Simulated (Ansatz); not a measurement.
# FGeH5O2: search for a transition state

Wanted: the transition state of a four-centre ligand exchange (form Ge1–O7, F2–H6 and break Ge1–F2, H6–O7). The guess is relaxed with those distances held, a saddle search follows, and vibrations and two downhill relaxations check it.

Method: PBE0-D4, def2-SVP first, then def2-TZVP; program: Ansatz 0.2.0, Gaussian basis.

31 further runs of the same task are left out: 31 set aside as unsound or not needed.

## (1) Starting geometry

The guess: 9 atoms, charge 0, spin multiplicity 1.

Atoms are counted from 1 here; the program's logs count them from 0.

Bond lengths: Ge1–F2 2.111 Å, Ge1–H3 1.498 Å, Ge1–H4 1.495 Å, Ge1–H5 1.538 Å, Ge1–O7 2.174 Å, O7–O8 1.415 Å, O8–H9 0.966 Å. Angles: F2–Ge1–H3 80.5°, F2–Ge1–H4 82.8°, F2–Ge1–H5 154.7°, F2–Ge1–O7 65.9°, H3–Ge1–H4 125.1°, H3–Ge1–H5 107.5°, H3–Ge1–O7 114.6°, H4–Ge1–H5 109.6°, H4–Ge1–O7 105.1°, H5–Ge1–O7 89.2°, Ge1–O7–O8 107.6°, O7–O8–H9 103.0°.

Coordinates:

```xyz
9

Ge   -0.93300   -0.55610    0.17810
F     0.80580   -1.18970    1.19290
H    -0.63820   -1.80610   -0.59380
H    -1.49700   -0.51370    1.56180
H    -1.74780    0.37140   -0.73920
H     1.15540   -0.13560    0.73540
O     0.67620    0.90590    0.17920
O     1.17080    0.99970   -1.14370
H     1.00780    1.92420   -1.37070
```

Distances that are to change: Ge1–O7 2.17 Å, F2–H6 1.20 Å, Ge1–F2 2.11 Å, H6–O7 1.27 Å.

## (2) Relaxing the guess with the reacting distances held

Contents of hold/in.yaml:

```yaml
crystal:
  periodic: [false, false, false]
  atoms:
    - {symbol: Ge, position_ang: [-0.933000, -0.556100, 0.178100]}
    - {symbol: F, position_ang: [0.805800, -1.189700, 1.192900]}
    - {symbol: H, position_ang: [-0.638200, -1.806100, -0.593800]}
    - {symbol: H, position_ang: [-1.497000, -0.513700, 1.561800]}
    - {symbol: H, position_ang: [-1.747800, 0.371400, -0.739200]}
    - {symbol: H, position_ang: [1.155400, -0.135600, 0.735400]}
    - {symbol: O, position_ang: [0.676200, 0.905900, 0.179200]}
    - {symbol: O, position_ang: [1.170800, 0.999700, -1.143700]}
    - {symbol: H, position_ang: [1.007800, 1.924200, -1.370700]}
basis:
  gaussian: {orbitals: def2-SVP}
hamiltonian: {xc: pbe0, dispersion: d4}
relax: {f_tol: 0.08, max_steps: 120, escape_saddle: false, constraints: [{distance: [0, 6]}, {distance: [1, 5]}, {distance: [0, 1]}, {distance: [5, 6]}]}
```

The command line of these runs was not kept.

The runs that follow: Saddle search in the small basis; Saddle search in triple zeta; Vibrations at the point found; Relaxing after a step of 0.30 Å one way along the mode; Relaxing after a step of 0.30 Å the other way along the mode.

Q: Predict the outcome of this session. Wanted: imaginary mode; barrier from the start side; barrier from the end side; energy of the step; pairs that change; zero-point energy at the saddle.

**Answer**, as computed:

| quantity | value |
| --- | --- |
| imaginary mode | 420i cm⁻¹ |
| barrier from the start side | 1.141 eV |
| barrier from the end side | 0.891 eV |
| energy of the step | +0.250 eV |
| pairs that change | Ge1–O7 formed, F2–H6 formed, Ge1–F2 broken, H6–O7 broken |
| zero-point energy at the saddle | 1.415 eV |

What this shows: The point has a single imaginary mode (420i cm⁻¹), as a transition state must. The two relaxations end on the structures that were planned. At PBE0-D4/def2-TZVP the electronic barrier is 1.141 eV, about 44 kT at 298 K, and the step runs 0.250 eV uphill. A step off the saddle overshot and began above it in energy, so the link to its end is likely but not proven.
